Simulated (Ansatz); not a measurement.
# Ce2VO4 (element-swapped structure): how the settings move a single-point run

Question: which choices in the input matter for Ce2VO4 (element-swapped structure)?

Method: reference: DFT r2SCAN, plane waves, PAW, scalar-relativistic, no spin polarisation, in Ansatz 0.2.0.

1 further run of the same task is left out (set aside as unsound or not needed).

### 1 The structure to begin with

The structure is tetragonal, space group I4/mmm (No. 139). The conventional cell has a = 3.844 Å, b = 3.844 Å, c = 12.269 Å, α = 90.00°, β = 90.00°, γ = 90.00°. Around Ce (site symmetry 4mm) lie 9 O at 2.33 to 2.73 Å. Around O (site symmetry mmm) lie 2 V at 1.92 Å and 4 Ce at 2.61 Å. V (site symmetry 4/mmm) has 6 O at 1.92 to 2.04 Å as nearest neighbours. O (site symmetry 4mm) has 1 V at 2.04 Å and 1 Ce at 2.33 Å as nearest neighbours.

As a file:

```cif
data_structure
_symmetry_space_group_name_H-M 'P 1'
_symmetry_Int_Tables_number 1
_cell_length_a 3.8437
_cell_length_b 3.8437
_cell_length_c 6.7098
_cell_angle_alpha 73.356
_cell_angle_beta 73.356
_cell_angle_gamma 90.000
_cell_volume 90.64
loop_
_atom_site_label
_atom_site_type_symbol
_atom_site_fract_x
_atom_site_fract_y
_atom_site_fract_z
_atom_site_occupancy
Ce1 Ce 0.35600 0.35600 0.28800 1
Ce2 Ce 0.64400 0.64400 0.71200 1
O1 O 0.50000 0.00000 0.00000 1
O2 O 0.00000 0.50000 0.00000 1
V1 V 0.00000 0.00000 0.00000 1
O3 O 0.16600 0.16600 0.66800 1
O4 O 0.83400 0.83400 0.33200 1
```

### 2 Reference

Input file input.yaml:

```yaml
crystal:
  lattice:
    - [0.0, 3.84373099, 0.0]
    - [3.84373099, 0.0, 0.0]
    - [1.92186499, 1.92186499, -6.13465469]
  atoms:
    - { symbol: Ce, position: [0.356, 0.356, 0.288] }
    - { symbol: Ce, position: [0.644, 0.644, 0.712] }
    - { symbol: O, position: [0.5, 0.0, 0.0] }
    - { symbol: O, position: [0.0, 0.5, 0.0] }
    - { symbol: V, position: [0.0, 0.0, 0.0] }
    - { symbol: O, position: [0.166, 0.166, 0.668] }
    - { symbol: O, position: [0.834, 0.834, 0.332] }
  symmetry: { tolerance: 0.0003 }
kpoints:
  mp_grid: { grid: [5, 5, 5], shift: [0, 0, 0] }
magnetization:
  spin_polarized: false
scf:
  occupations: { method: fermi_dirac }
hamiltonian:
  pseudopotentials: { kind: paw }
  xc: r2scan
basis:
  ecutwfc: 500
output:
  forces: true
  stress: true
  eigenvalues: true
```

Launch:

```sh
$ ansatz run input.yaml --threads 1 --pin off --max-ram 2560MiB --backend cpu --events-out ev --progress --plain --runs-dir out
```

Output, shortened:

```text
Warning: crystal.lattice misses the space group found at crystal.symmetry.tolerance 3.0e-4 in a digit that the deck types, which is why this is a warning: making the lattice exact moves one of its numbers by a whole unit of that number's last typed decimal, or more. The operation that it [...]
Warning: RAYON_NUM_THREADS=1 ignored (pool sized by the plan → 1); use --threads N
band count auto-derived: 49 (N_el = 61.0; filled up to band 31; 38 by the electrons, moments and atoms)
[...]
Pseudopotentials: kind: paw
Pseudopotential: Ce, paw, valence charge 12, recommended cutoff 500 eV (meta_gga), Ce.paw.azcp
Pseudopotential: O, paw, valence charge 6, recommended cutoff 500 eV (meta_gga), O.paw.azcp
Pseudopotential: V, paw, valence charge 13, recommended cutoff 500 eV (meta_gga), V.paw.azcp
Functional definition: r2SCAN
[...]
Crystal: 7 atoms, lattice volume = 90.635 Å³
Basis set: ecut = 500 eV, 2283 PW (Γ), exchange–correlation on 120×120×200 points (64 copies of the dense FFT grid, shifted against one another)
Bands: 49, of which v1, the nominal top of the filled ones, is band 31 counted from 1 (30 counted from 0)
Symmetry: 16 space group operations
Space group: I4/mmm (ITA 139), of the structure as read, at distance tolerance 1.3e-3 Å
k-points: 18 of 125
[...]
SCF iter   1: F=—  HF=-18385.531524 eV  |F-HF|=—  |Δ(HF+E_count)|=         —  Δρ=1.68e-1  dr2=1.75e1  dr2_τ=4.84e-1  ethr=3.10e-3  ⟨swp⟩=4.1  Hψ=2952  notcnv=0
[...]
iteration 8: the lowest order of the open f orbitals that was found in this iteration's bands is taken; no other order was found there
[...]
SCF iter  19: F=-18381.733332 eV  HF=-18381.733332 eV  |F-HF|=3.78e-8  |Δ(HF+E_count)|=   2.46e-9  Δρ=5.40e-6  dr2=3.96e-8  dr2_τ=4.43e-10  ethr=5.23e-12  ⟨swp⟩=1.9  Hψ=2405  notcnv=0
[...]
SCF converged after 19 iterations
Free energy (F): -18381.733332 eV
[...]
E sigma→0 (E₀):  -18381.539637 eV
Entropy (-TS):   -0.387390 eV (-55.341 meV/atom)
Fermi energy:    16.109510 eV
[...]
--- Forces (eV/Å), atoms counted from 1 ---
  atom   1  Ce     0.00000001     0.00000001     0.17141193
  atom   2  Ce    -0.00000001    -0.00000001    -0.17141193
  atom   3  O     -0.00000000     0.00000000     0.00000000
  atom   4  O      0.00000000     0.00000000     0.00000000
  atom   5  V     -0.00000000    -0.00000000     0.00000000
  atom   6  O      0.00000003     0.00000003     0.79967310
  atom   7  O     -0.00000003    -0.00000003    -0.79967310
[...]
--- Stress (GPa, compression-positive) ---
       -3.929655       0.000000       0.000000
        0.000000      -3.929655       0.000000
        0.000000       0.000000      -1.721309
  P = ⅓ Tr σ = -3.1935 GPa (-31.935 kbar)
--- Band table (eV; the first three rows and the last of 18) ---
[...]
```

Run time: 22 s. Hardware: 1 thread of Intel Xeon 6975P-C (Granite Rapids), shared host; peak memory 0.61 GiB.

### 3 Changing settings: occupations.method tetrahedron_uncorrected, ecutrho_ratio 8

Edit input.yaml of step 2 so:

```diff
@@ -19,3 +19,3 @@
 scf:
-  occupations: { method: fermi_dirac }
+  occupations: { method: tetrahedron_uncorrected }
 hamiltonian:
@@ -25,2 +25,3 @@
   ecutwfc: 500
+  ecutrho_ratio: 8
 output:
```

Launch:

```sh
$ ansatz run input.yaml --threads 1 --pin off --max-ram 2560MiB --backend cpu --events-out ev --progress --plain --runs-dir out
```

Output, shortened:

```text
Warning: crystal.lattice misses the space group found at crystal.symmetry.tolerance 3.0e-4 in a digit that the deck types, which is why this is a warning: making the lattice exact moves one of its numbers by a whole unit of that number's last typed decimal, or more. The operation that it [...]
Warning: RAYON_NUM_THREADS=1 ignored (pool sized by the plan → 1); use --threads N
band count auto-derived: 49, from the close of a first SCF at 38 (N_el = 61.0; filled up to band 31; 38 by the electrons, moments and atoms)
[...]
[... 5 set-up lines as earlier in the session ...]
[...]
Crystal: 7 atoms, lattice volume = 90.635 Å³
Basis set: ecut = 500 eV, 2283 PW (Γ), exchange–correlation on 160×160×288 points (64 copies of the dense FFT grid, shifted against one another)
[...]
  atom   2  Ce    -0.00000001    -0.00000001    -0.13192334
  atom   3  O      0.00000000     0.00000000     0.00000000
  atom   4  O      0.00000000    -0.00000000     0.00000000
  atom   5  V     -0.00000000     0.00000000     0.00000000
  atom   6  O      0.00000003     0.00000003     0.73306215
  atom   7  O     -0.00000003    -0.00000003    -0.73306215
[...]
--- Band table (eV; the first three rows and the last of 18) ---
[...]
SCF iter   3: F=-18381.458970 eV  HF=-18381.458970 eV  |F-HF|=2.33e-9  |Δ(HF+E_count)|=   8.25e-7  Δρ=2.56e-6  dr2=7.59e-9  dr2_τ=3.69e-10  ethr=1.21e-10  ⟨swp⟩=3.0  Hψ=3312  notcnv=0
[...]
SCF converged after 20 iterations (17 of them on 38 bands)
Free energy (F): -18381.458970 eV
[...]
E sigma→0 (E₀):  -18381.458970 eV
Entropy (-TS):   -0.022212 eV (-3.173 meV/atom)
Fermi energy:    16.095618 eV
[...]
--- Forces (eV/Å), atoms counted from 1 ---
  atom   1  Ce     0.00000001     0.00000001     0.13204526
[...]
--- Stress (GPa, compression-positive) ---
       -4.176844       0.000000       0.000000
        0.000000      -4.176844       0.000000
        0.000000       0.000000      -2.310254
  P = ⅓ Tr σ = -3.5546 GPa (-35.546 kbar)
--- Band table (eV; the first three rows and the last of 18) ---
[...]
```

Wall time 17 s (1 thread of Intel Xeon 6975P-C (Granite Rapids), shared host); peak memory 1 GiB.

Changing the smearing and numerical grids moves the energy by +11.5 meV/atom (σ→0 values), and the pressure goes from -3.2 to -3.6 GPa and the largest force goes from 0.80 to 0.73 eV/Å.

### 4 Changed: chi_scale 0.0, dispersion d3bj

Edit input.yaml of step 2 so:

```diff
@@ -20,2 +20,3 @@
   occupations: { method: fermi_dirac }
+  initial_density: { chi_scale: 0.0 }
 hamiltonian:
@@ -23,2 +24,3 @@
   xc: r2scan
+  dispersion: d3bj
 basis:
```

Launch:

```sh
$ ansatz run input.yaml --threads 1 --pin off --max-ram 2560MiB --backend cpu --events-out ev --progress --plain --runs-dir out
```

Output, shortened:

```text
Warning: crystal.lattice misses the space group found at crystal.symmetry.tolerance 3.0e-4 in a digit that the deck types, which is why this is a warning: making the lattice exact moves one of its numbers by a whole unit of that number's last typed decimal, or more. The operation that it [...]
Warning: the engine holds no damping parameters fitted to this dispersion correction and functional, so the run takes those fitted to r2scan beside the three-body term, which d3bj leaves out (hamiltonian.dispersion, under Limitations)
Warning: RAYON_NUM_THREADS=1 ignored (pool sized by the plan → 1); use --threads N
band count auto-derived: 49 (N_el = 61.0; filled up to band 31; 38 by the electrons, moments and atoms)
[...]
[... 5 set-up lines as earlier in the session ...]
[...]
Crystal: 7 atoms, lattice volume = 90.635 Å³
[...]
iteration 9: the lowest order of the open f orbitals that was found in this iteration's bands is taken; no other order was found there
[...]
SCF iter  18: F=-18382.744844 eV  HF=-18382.744844 eV  |F-HF|=5.47e-8  |Δ(HF+E_count)|=   1.29e-7  Δρ=9.50e-6  dr2=8.74e-8  dr2_τ=4.55e-9  ethr=1.64e-10  ⟨swp⟩=5.3  Hψ=3747  notcnv=0
[...]
SCF converged after 18 iterations
Free energy (F): -18382.744844 eV
[...]
E sigma→0 (E₀):  -18382.551145 eV
Entropy (-TS):   -0.387398 eV (-55.343 meV/atom)
Fermi energy:    16.109458 eV
[...]
--- Forces (eV/Å), atoms counted from 1 ---
  atom   1  Ce     0.00000001     0.00000001     0.16660769
  atom   2  Ce    -0.00000001    -0.00000001    -0.16660769
  atom   3  O      0.00000000     0.00000000     0.00000000
  atom   4  O      0.00000000    -0.00000000     0.00000000
  atom   5  V      0.00000000     0.00000000     0.00000000
  atom   6  O      0.00000003     0.00000003     0.80057118
  atom   7  O     -0.00000003    -0.00000003    -0.80057118
[...]
--- Stress (GPa, compression-positive) ---
       -5.764412       0.000000       0.000000
        0.000000      -5.764412       0.000000
        0.000000       0.000000      -3.536587
  P = ⅓ Tr σ = -5.0218 GPa (-50.218 kbar)
--- Band table (eV; the first three rows and the last of 18) ---
[...]
```

Run time: 22 s. Hardware: 1 thread of Intel Xeon 6975P-C (Granite Rapids), shared host; peak memory 0.61 GiB.

The energy moves by -144.5 meV/atom, nearly all of it the dispersion term itself (-144.5 meV/atom); that offset belongs to the model and is no gain or loss of stability; the pressure goes from -3.2 to -5.0 GPa. The damping parameters are borrowed, as the log notes.

### 5 Changing settings: ecutwfc 400 eV

Edit input.yaml of step 2 so:

```diff
@@ -24,3 +24,3 @@
 basis:
-  ecutwfc: 500
+  ecutwfc: "400 eV"
 output:
```

Launch:

```sh
$ ansatz run input.yaml --threads 1 --pin off --max-ram 2560MiB --backend cpu --events-out ev --progress --plain --runs-dir out
```

Output, shortened:

```text
Warning: crystal.lattice misses the space group found at crystal.symmetry.tolerance 3.0e-4 in a digit that the deck types, which is why this is a warning: making the lattice exact moves one of its numbers by a whole unit of that number's last typed decimal, or more. The operation that it [...]
Warning: basis.ecutwfc = 400 eV is below the records' recommended 500 eV, and the density's cutoff is lower with it unless basis.ecutrho_ratio is high enough to keep the records' density cutoff: compare with a run at a higher cutoff
Warning: RAYON_NUM_THREADS=1 ignored (pool sized by the plan → 1); use --threads N
band count auto-derived: 49 (N_el = 61.0; filled up to band 31; 38 by the electrons, moments and atoms)
[...]
[... 5 set-up lines as earlier in the session ...]
[...]
Crystal: 7 atoms, lattice volume = 90.635 Å³
[...]
iteration 8: the lowest order of the open f orbitals that was found in this iteration's bands is taken; no other order was found there
[...]
SCF iter  19: F=-18381.680583 eV  HF=-18381.680583 eV  |F-HF|=4.68e-8  |Δ(HF+E_count)|=   2.98e-9  Δρ=6.01e-6  dr2=4.91e-8  dr2_τ=5.16e-10  ethr=5.87e-12  ⟨swp⟩=2.1  Hψ=2545  notcnv=0
[...]
SCF converged after 19 iterations
Free energy (F): -18381.680583 eV
[...]
E sigma→0 (E₀):  -18381.486982 eV
Entropy (-TS):   -0.387202 eV (-55.315 meV/atom)
Fermi energy:    16.109855 eV
[...]
--- Forces (eV/Å), atoms counted from 1 ---
  atom   1  Ce     0.00000001     0.00000001     0.17494387
  atom   2  Ce    -0.00000001    -0.00000001    -0.17494387
  atom   3  O      0.00000000     0.00000000     0.00000000
  atom   4  O      0.00000000     0.00000000     0.00000000
  atom   5  V      0.00000000     0.00000000     0.00000000
  atom   6  O      0.00000003     0.00000003     0.79775734
  atom   7  O     -0.00000003    -0.00000003    -0.79775734
[...]
--- Stress (GPa, compression-positive) ---
       -3.952254       0.000000       0.000000
        0.000000      -3.952254       0.000000
        0.000000       0.000000      -1.682676
  P = ⅓ Tr σ = -3.1957 GPa (-31.957 kbar)
--- Band table (eV; the first three rows and the last of 18) ---
[...]
```

Run time: 18 s. Hardware: 1 thread of Intel Xeon 6975P-C (Granite Rapids), shared host; peak memory 0.51 GiB.

Changing the cutoff moves the energy by +7.5 meV/atom. The lower cutoff gives the higher energy: the smaller basis describes the state less well. The log warns that the cutoff is under what these potentials recommend, so the shift is basis error.

### 6 Side by side

| run | ending | energy change | pressure (GPa) | gap (eV) | force (eV/Å) | cycles | time |
| --- | --- | --- | --- | --- | --- | --- | --- |
| reference | converged | 0 | -3.2 | 0.00 | 0.80 | 19 | 22 s |
| 1: occupations.method tetrahedron_uncorrected, ecutrho_ratio 8 | converged | +11.5 meV/atom (σ→0) | -3.6 | 0.00 | 0.73 | 20 | 17 s |
| 2: chi_scale 0.0, dispersion d3bj | converged | -144.5 meV/atom (offset of the dispersion model) | -5.0 | 0.00 | 0.80 | 18 | 22 s |
| 3: ecutwfc 400 eV | converged | +7.5 meV/atom | -3.2 | 0.00 | 0.80 | 19 | 18 s |

Residual by cycle in the longest SCF loop of each run; runs are numbered as in the table. The quantity is the density residual dr2, in eV.

```csv
cycle,reference,run 1,run 2,run 3
1,17.5,61.9,68.6,17.4
3,1.55,33.6,5.83,1.53
4,0.0825,10.1,1.13,0.0827
6,0.0464,2.96,0.0889,0.0471
8,0.03,1.54,0.00472,0.0299
9,0.0268,0.724,0.0259,0.0256
11,7.2e-4,0.00275,0.0402,7.2e-4
12,5.4e-5,0.00144,0.00105,5.8e-5
14,3.0e-5,5.9e-5,9.6e-6,3.2e-5
16,1.3e-7,2.1e-7,4.9e-6,1.1e-7
17,1.1e-8,7.5e-8,4.1e-7,1.4e-8
19,4.0e-8,-,-,4.9e-8
```

**Reading.** Run 3 ran under the cutoff that the potentials recommend, as the log warns, so basis error is mixed into its values. The reference leaves spin out although Ce and V can carry a moment, so its state need not be the lowest.

Caveats on the reference run: its f shells have neither a U nor exact exchange and are poorly placed; its mesh is coarse for a cell with so small a gap or none; the structure is made up and not relaxed.
